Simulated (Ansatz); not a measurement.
**C3H4AlNO: small, medium and large basis sets**

The task here is to estimate one member of a computed series from the others.

Program: Ansatz 0.2.0, Gaussian basis. Level of theory: one geometry, several basis sets. These are calculated values, not measurements.

Plan: PBE0-D4/def2-SVP; ωB97M-V/def2-SVP; PBE0-D4/def2-QZVPP; ωB97M-V/def2-QZVPP; the functionals' def2-TZVPP values are taken from earlier runs.

### The geometry

An earlier PBE0-D4 in a triple-zeta def2 set relaxation fixed the geometry.

SMILES `C=[N][Al]1[O][C]1=C`, 10 atoms, charge 0, spin multiplicity 1.

Atoms are counted from 1 here; the program's logs count them from 0.

Bond lengths: C1–N2 1.245 Å, C1–H7 1.100 Å, C1–H8 1.100 Å, N2–Al3 1.720 Å, Al3–O4 1.724 Å, Al3–C5 1.844 Å, O4–C5 1.420 Å, C5–C6 1.321 Å, C6–H9 1.082 Å, C6–H10 1.086 Å. Angles: N2–C1–H7 122.3°, N2–C1–H8 122.3°, H7–C1–H8 115.3°, C1–N2–Al3 178.3°, N2–Al3–O4 141.9°, N2–Al3–C5 171.4°, O4–Al3–C5 46.8°, Al3–O4–C5 71.0°, Al3–C5–O4 62.2°, Al3–C5–C6 170.5°, O4–C5–C6 127.3°, C5–C6–H9 120.1°, C5–C6–H10 121.0°, H9–C6–H10 118.8°.

The first run:

in.yaml

```yaml
crystal:
  periodic: [false, false, false]
  atoms:
    - {symbol: C, position_ang: [1.003362, -2.755771, -1.126572]}
    - {symbol: N, position_ang: [0.585242, -1.640907, -0.764063]}
    - {symbol: Al, position_ang: [0.027477, -0.107766, -0.218215]}
    - {symbol: O, position_ang: [-0.620331, 1.383301, -0.793437]}
    - {symbol: C, position_ang: [-0.512907, 1.442120, 0.621341]}
    - {symbol: C, position_ang: [-0.842384, 2.450839, 1.407252]}
    - {symbol: H, position_ang: [0.341961, -3.629604, -1.221018]}
    - {symbol: H, position_ang: [2.059283, -2.935392, -1.377047]}
    - {symbol: H, position_ang: [-0.711286, 2.370374, 2.477872]}
    - {symbol: H, position_ang: [-1.247416, 3.371506, 0.996887]}
basis:
  gaussian: {orbitals: def2-SVP}
hamiltonian: {xc: pbe0, dispersion: d4}
output: {orbitals: {seedname: orbitals}}
```

Launch:

```sh
> ansatz run in.yaml --threads 4 --pin off --events-out ev --progress --plain --max-ram 10444MiB
```

Among the steps run: PBE0-D4 in def2-SVP; ωB97M-V in def2-SVP; PBE0-D4 in def2-QZVPP; ωB97M-V in def2-QZVPP.

One table of the session follows, with a row left open; its other results are not shown here.

It belongs to the step «Density functionals: the series». 

```
functional       basis  HOMO (eV)  LUMO (eV)
   PBE0-D4    def2-SVP      -6.09      -1.84
   PBE0-D4  def2-TZVPP      -6.23      -1.98
   PBE0-D4  def2-QZVPP          ?          ?
   ωB97M-V    def2-SVP      -8.28       0.37
   ωB97M-V  def2-TZVPP      -8.43       0.16
   ωB97M-V  def2-QZVPP      -8.47       0.09
```

Q: Estimate the row for PBE0-D4, def2-QZVPP from the others.

As computed: HOMO (eV): -6.26; LUMO (eV): -2.01. In the column «HOMO (eV)» it lies between ωB97M-V, def2-SVP (-8.28) and PBE0-D4, def2-TZVPP (-6.23).
